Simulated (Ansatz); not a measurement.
# Sn2Bi (element-swapped structure): how the settings move a single-point run

Aim: see which settings change the result for Sn2Bi (element-swapped structure), by how much, and at what cost.

Program: Ansatz 0.2.0. Level of theory: reference: DFT r2SCAN, plane waves, PAW, scalar-relativistic, no spin polarisation. These are calculated values, not measurements.

**1. Starting point**

The structure is tetragonal, space group I4/mcm (No. 140). The conventional cell has a = 7.054 Å, b = 7.054 Å, c = 6.286 Å, α = 90.00°, β = 90.00°, γ = 90.00°. Around Sn (site symmetry m2m) lie 4 Bi at 3.07 Å and 1 Sn at 3.29 Å. Bi (site symmetry 422) is surrounded by 8 Sn at 3.07 Å and 2 Bi at 3.14 Å.

Coordinates:

```
Sn Bi
1.0
    -3.52700    3.52700    3.14278
     3.52700   -3.52700    3.14278
     3.52700    3.52700   -3.14278
Sn Bi
4 2
Direct
  0.66500 0.16500 0.83000
  0.16500 0.33500 0.50000
  0.33500 0.83500 0.17000
  0.83500 0.66500 0.50000
  0.25000 0.25000 0.00000
  0.75000 0.75000 0.00000
```

**2. Baseline**

File input.yaml:

```yaml
crystal:
  lattice:
    - [-3.526997, 3.526997, 3.142776]
    - [3.526997, -3.526997, 3.142776]
    - [3.526997, 3.526997, -3.142776]
  atoms:
    - { symbol: Sn, position: [0.665, 0.165, 0.83] }
    - { symbol: Sn, position: [0.165, 0.335, 0.5] }
    - { symbol: Sn, position: [0.335, 0.835, 0.17] }
    - { symbol: Sn, position: [0.835, 0.665, 0.5] }
    - { symbol: Bi, position: [0.25, 0.25, 0.0] }
    - { symbol: Bi, position: [0.75, 0.75, 0.0] }
  symmetry: { tolerance: 0.0003 }
kpoints:
  mp_grid: { grid: [4, 4, 4], shift: [0, 0, 0] }
magnetization:
  spin_polarized: false
scf:
  occupations: { method: fermi_dirac }
hamiltonian:
  pseudopotentials: { kind: paw }
  xc: r2scan
basis:
  ecutwfc: 500
output:
  forces: true
  stress: true
  eigenvalues: true
  write_density: true
  write_potential: true
  elf: true
  volumetric_format: npy
```

Run with:

```
> ansatz run input.yaml --threads 1 --pin off --max-ram 2560MiB --backend cpu --events-out ev --progress --plain --runs-dir out
```

**3. Changing settings: mixing.algorithm broyden, mixing.beta 0.7, spin_polarized left out**

input.yaml: that of step 2 with these lines changed.

```diff
@@ -15,6 +15,5 @@
   mp_grid: { grid: [4, 4, 4], shift: [0, 0, 0] }
-magnetization:
-  spin_polarized: false
 scf:
   occupations: { method: fermi_dirac }
+  mixing: { algorithm: broyden, beta: 0.7 }
 hamiltonian:
@@ -28,5 +27 @@
   eigenvalues: true
-  write_density: true
-  write_potential: true
-  elf: true
-  volumetric_format: npy
```

**4. Changed: dispersion d3bjatm**

input.yaml: that of step 2 with these lines changed.

```diff
@@ -22,2 +22,3 @@
   xc: r2scan
+  dispersion: d3bjatm
 basis:
```

**5. Changed: ecutwfc 58.8 Ry**

input.yaml: that of step 2 with these lines changed.

```diff
@@ -23,3 +23,3 @@
 basis:
-  ecutwfc: 500
+  ecutwfc: "58.8 Ry"
 output:
@@ -28,5 +28 @@
   eigenvalues: true
-  write_density: true
-  write_potential: true
-  elf: true
-  volumetric_format: npy
```

**6. Changing settings: occupations.method cold, occupations.width 0.1**

input.yaml: that of step 2 with these lines changed.

```diff
@@ -18,3 +18,3 @@
 scf:
-  occupations: { method: fermi_dirac }
+  occupations: { method: cold, width: 0.1 }
 hamiltonian:
@@ -28,5 +28 @@
   eigenvalues: true
-  write_density: true
-  write_potential: true
-  elf: true
-  volumetric_format: npy
```

Q: Predict the outcome of this session. Wanted: for each run, ending; energy change; pressure; gap; force.

As calculated:

| run | ending | energy change | pressure (GPa) | gap (eV) | force (eV/Å) | cycles | time |
| --- | --- | --- | --- | --- | --- | --- | --- |
| reference | converged | 0 | 14.1 | 0.00 | 1.04 | 7 | 20 s |
| 1: mixing.algorithm broyden, mixing.beta 0.7, spin_polarized left out | converged | 0.0 meV/atom | 14.1 | 0.00 | 1.04 | 8 | 17 s |
| 2: dispersion d3bjatm | converged | -195.2 meV/atom (offset of the dispersion model) | 13.0 | 0.00 | 1.04 | 7 | 21 s |
| 3: ecutwfc 58.8 Ry | converged | -1.3 meV/atom | 14.1 | 0.00 | 1.04 | 7 | 33 s |
| 4: occupations.method cold, occupations.width 0.1 | converged | +2.1 meV/atom (σ→0) | 14.0 | 0.00 | 1.05 | 7 | 16 s |

Times don't compare one to one where runs were asked for different outputs or read a saved state (see the inputs); cycles may leave out searches for a lower state.

Residual by cycle in the longest SCF loop of each run; runs are numbered as in the table. The quantity is the density residual dr2, in eV.

| cycle | reference | run 1 | run 2 | run 3 | run 4 |
| --- | --- | --- | --- | --- | --- |
| 1 | 0.0183 | 0.0183 | 0.0183 | 0.0181 | 0.0175 |
| 2 | 0.00687 | 0.00406 | 0.00687 | 0.00695 | 0.00438 |
| 3 | 0.00114 | 0.0013 | 0.00114 | 0.00109 | 5.1e-4 |
| 4 | 1.2e-4 | 8.9e-5 | 1.2e-4 | 1.2e-4 | 8.1e-5 |
| 5 | 1.0e-5 | 1.5e-5 | 1.0e-5 | 1.0e-5 | 7.1e-6 |
| 6 | 7.3e-7 | 1.6e-6 | 7.3e-7 | 7.7e-7 | 1.1e-7 |
| 7 | 7.2e-8 | 1.2e-7 | 7.2e-8 | 7.0e-8 | 9.6e-9 |
| 8 | - | 1.3e-8 | - | - | - |

**Reading.** The pressure spans 13.0 to 14.1 GPa over the reference and the converged variants. The structure is not at rest: the sound run finds 14 GPa, so these are no properties of the relaxed crystal. 

Caveats on the reference run: its mesh is coarse for a cell with so small a gap or none; the structure is made up and not relaxed.
